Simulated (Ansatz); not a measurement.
From input file to script: C₄H₉Al, SMILES [CH3][AlH][CH]1CC1 in Ansatz 0.2.0.

```yaml
crystal:
  periodic: [false, false, false]
  atoms:
    - { symbol: C, position_ang: [-1.926, 1.0814, 0.2916] }
    - { symbol: Al, position_ang: [-0.3415, 0.6088, 1.2885] }
    - { symbol: C, position_ang: [1.1765, -0.2317, 0.3148] }
    - { symbol: C, position_ang: [0.9445, -1.5078, -0.4151] }
    - { symbol: C, position_ang: [1.1369, -0.2513, -1.2077] }
    - { symbol: H, position_ang: [-2.4021, 0.2429, -0.2108] }
    - { symbol: H, position_ang: [-1.6833, 1.8794, -0.4889] }
    - { symbol: H, position_ang: [-2.6813, 1.576, 0.9715] }
    - { symbol: H, position_ang: [-0.2641, 0.8582, 2.9098] }
    - { symbol: H, position_ang: [2.2456, -0.2325, 0.7572] }
    - { symbol: H, position_ang: [1.6889, -2.2556, -0.4473] }
    - { symbol: H, position_ang: [-0.1782, -1.8179, -0.3967] }
    - { symbol: H, position_ang: [2.0724, -0.1971, -1.7157] }
    - { symbol: H, position_ang: [0.1988, 0.2179, -1.6224] }
basis:
  gaussian: { orbitals: def2-SVP }
hamiltonian:
  xc: pbe
```

Launched from the shell:
```console
$ ansatz run input.yaml --threads 1 --pin off --max-ram 4096MiB --backend cpu --events-out ev --progress --plain --runs-dir out
Engine: ansatz 0.2.0, aarch64-unknown-linux-gnu
Functional definition: PBE
  parameter kappa = 0.804
  parameter beta = 0.06672455060314922
  exchange = pbe_x(kappa = kappa, mu = beta*pi^2/3)
  correlation = pbe_c(beta = beta)
1347 factors; their error is unknown
mean field evaluation 1: about -10858.1319 eV, gradient 8.1e1 eV
mean field evaluation 2: about -10801.5021 eV, gradient 1.5e2 eV
mean field evaluation 4: about -10874.9224 eV, gradient 1.4e1 eV
mean field evaluation 8: about -10875.4141 eV, gradient 3.7e-1 eV
mean field evaluation 16: about -10875.3414 eV, gradient 5.1e-4 eV
mean field -10875.34140842 eV, -399.6614251882 hartree, gradient 4.4e-5 eV, S^2 0.000000; 0 other end points of the search recorded, 0 dependent functions left out
reference -10875.34144995 eV, -399.6614267146 hartree; 23, 23 occupied and 96, 96 virtual orbitals, 1347 factors
Total energy: -10875.34144995 eV, -399.6614267146 hartree
```

The script, `energy_c4h9al.py`:
```python
'''Single point of C4H9Al.'''

import json

import ansatz as az

geometry = (
    az.Crystal.molecule()
    .atom('C', (-1.926, 1.0814, 0.2916))
    .atom('Al', (-0.3415, 0.6088, 1.2885))
    .atom('C', (1.1765, -0.2317, 0.3148))
    .atom('C', (0.9445, -1.5078, -0.4151))
    .atom('C', (1.1369, -0.2513, -1.2077))
    .atom('H', (-2.4021, 0.2429, -0.2108))
    .atom('H', (-1.6833, 1.8794, -0.4889))
    .atom('H', (-2.6813, 1.576, 0.9715))
    .atom('H', (-0.2641, 0.8582, 2.9098))
    .atom('H', (2.2456, -0.2325, 0.7572))
    .atom('H', (1.6889, -2.2556, -0.4473))
    .atom('H', (-0.1782, -1.8179, -0.3967))
    .atom('H', (2.0724, -0.1971, -1.7157))
    .atom('H', (0.1988, 0.2179, -1.6224))
)

calculation = (
    geometry.calculation()
    .basis(gaussian='def2-SVP')
    .functional('pbe')
)
result = calculation.run()
rep = result.report

print('reference energy %16.6f eV' % rep['reference_energy_ev'])
print('total energy     %16.6f eV' % rep['free_energy_ev'])
print('occupied (up, down):', rep['n_occupied'], ' virtual:', rep['n_virtual'], ' frozen:', rep['n_frozen'])
with open('c4h9al.json', 'w') as handle:
    json.dump({k: rep[k] for k in ('free_energy_ev', 'reference_energy_ev', 'n_occupied', 'n_virtual')}, handle, indent=1)
```

```console
$ python energy_c4h9al.py
reference energy    -10875.341450 eV
total energy        -10875.341450 eV
occupied (up, down): [23, 23]  virtual: [96, 96]  frozen: 0
```

Caveats:
- Total energies depend on the basis set; only differences at equal settings carry meaning.
- The geometry is a force-field or estimated start, not a minimum of this method, and the basis set is short of its limit.
- It ran for 3.8 s on 1 thread of Arm Neoverse V1 (shared host), peak memory 0.19 GiB.

(A comment or docstring line of the script was reworded after the run, the code is as it ran; lines on the test bed's own set-up are left out of the output.)
